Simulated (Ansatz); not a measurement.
# C₃H₆OSi: one species, many methods

The task here is to estimate one member of a computed series from the others.

Method: functionals in def2-TZVPP, the program's frozen cores in correlated methods; program: Ansatz 0.2.0, Gaussian basis.

The runs, in order: LDA (SPW92), PBE-D4, revPBE-D4, BLYP-D4, r2SCAN-D4, B97M-V, PBE0-D4, B3LYP-D4, r2SCANh-D4, r2SCAN0-D4, HSE06-D4, BHLYP-D4, CAM-B3LYP-D4, LC-ωPBE, ωB97X-V, ωB97M-V, B2PLYP, PBE-QIDH; CCSD(T)/def2-SVP; CCSD(T)/def2-TZVPP; MP2/def2-QZVPP; extrapolation to the limit; RPA on PBE.

## The geometry

The geometry comes from an earlier relaxation with PBE0-D4 in a triple-zeta def2 set; it is a stationary point, not always the lowest conformer.

SMILES `COC#C[SiH3]`, 11 atoms, charge 0, spin multiplicity 1.

Atoms are counted from 1 here; the program's logs count them from 0.

Bond lengths: C1–O2 1.436 Å, C1–H6 1.091 Å, C1–H7 1.087 Å, C1–H8 1.091 Å, O2–C3 1.285 Å, C3–C4 1.210 Å, C4–Si5 1.806 Å, Si5–H9 1.486 Å, Si5–H10 1.486 Å, Si5–H11 1.486 Å. Angles: O2–C1–H6 109.9°, O2–C1–H7 105.9°, O2–C1–H8 109.9°, H6–C1–H7 110.5°, H6–C1–H8 110.2°, H7–C1–H8 110.5°, C1–O2–C3 115.1°, O2–C3–C4 178.6°, C3–C4–Si5 179.6°, C4–Si5–H9 109.5°, C4–Si5–H10 110.6°, C4–Si5–H11 110.6°, H9–Si5–H10 108.8°, H9–Si5–H11 108.8°, H10–Si5–H11 108.6°.

Set-up of the first run:

Contents of in.yaml:

```yaml
crystal:
  periodic: [false, false, false]
  atoms:
    - {symbol: C, position_ang: [0.156689, -1.867120, 1.686769]}
    - {symbol: O, position_ang: [1.004064, -1.449842, 0.605314]}
    - {symbol: C, position_ang: [0.585056, -0.428242, -0.051740]}
    - {symbol: C, position_ang: [0.214932, 0.532502, -0.688363]}
    - {symbol: Si, position_ang: [-0.325728, 1.966374, -1.644579]}
    - {symbol: H, position_ang: [0.060039, -1.059804, 2.414627]}
    - {symbol: H, position_ang: [0.647461, -2.727266, 2.135671]}
    - {symbol: H, position_ang: [-0.825531, -2.145984, 1.301580]}
    - {symbol: H, position_ang: [-1.608418, 2.474548, -1.093234]}
    - {symbol: H, position_ang: [0.687207, 3.050968, -1.576271]}
    - {symbol: H, position_ang: [-0.530572, 1.596965, -3.068876]}
basis:
  gaussian: {orbitals: def2-TZVPP}
hamiltonian: {xc: lda}
output: {orbitals: {seedname: orbitals}}
```

Among the steps run: LDA; PBE-D4 (GGA); revPBE-D4 (GGA); BLYP-D4 (GGA); r2SCAN-D4 (meta-GGA); B97M-V (meta-GGA); PBE0-D4 (hybrid); B3LYP-D4 (hybrid); r2SCANh-D4 (hybrid); r2SCAN0-D4 (hybrid); HSE06-D4 (hybrid); BHLYP-D4 (hybrid); CAM-B3LYP-D4 (range-separated); LC-ωPBE (range-separated); ωB97X-V (range-separated); ωB97M-V (range-separated); B2PLYP (double hybrid); PBE-QIDH (double hybrid).

One table of the session follows, with a row left open; its other results are not shown here.

It belongs to the step «Frontier levels by functional». 

```
  functional  HOMO (eV)  LUMO (eV)  gap (eV)
 LDA (SPW92)      -6.04      -0.82      5.22
      PBE-D4      -5.89      -0.61      5.27
   revPBE-D4      -5.82      -0.53      5.30
     BLYP-D4      -5.74      -0.46      5.27
   r2SCAN-D4          ?          ?         ?
      B97M-V      -6.20      -0.37      5.83
     PBE0-D4      -7.11       0.35      7.46
    B3LYP-D4      -6.88       0.13      7.02
  r2SCANh-D4      -6.58       0.03      6.61
  r2SCAN0-D4      -7.28       0.53      7.81
    HSE06-D4      -6.71      -0.03      6.69
    BHLYP-D4      -8.22       1.35      9.57
CAM-B3LYP-D4      -8.43       1.44      9.87
     LC-ωPBE      -9.77       2.60     12.37
     ωB97X-V      -9.42       2.50     11.91
     ωB97M-V      -9.32       2.25     11.56
```

**Question.** Estimate the row for r2SCAN-D4.

Worked estimate for «HOMO (eV)». Against the share of exact exchange, r2SCANh-D4 (0.1, -6.58), r2SCAN0-D4 (0.25, -7.28) give a slope of -4.67 per unit share; at 0 the line stands at -6.11.

The run gave: HOMO (eV): -6.12; LUMO (eV): -0.32; gap (eV): 5.80. In «HOMO (eV)» the line misses by +0.01.
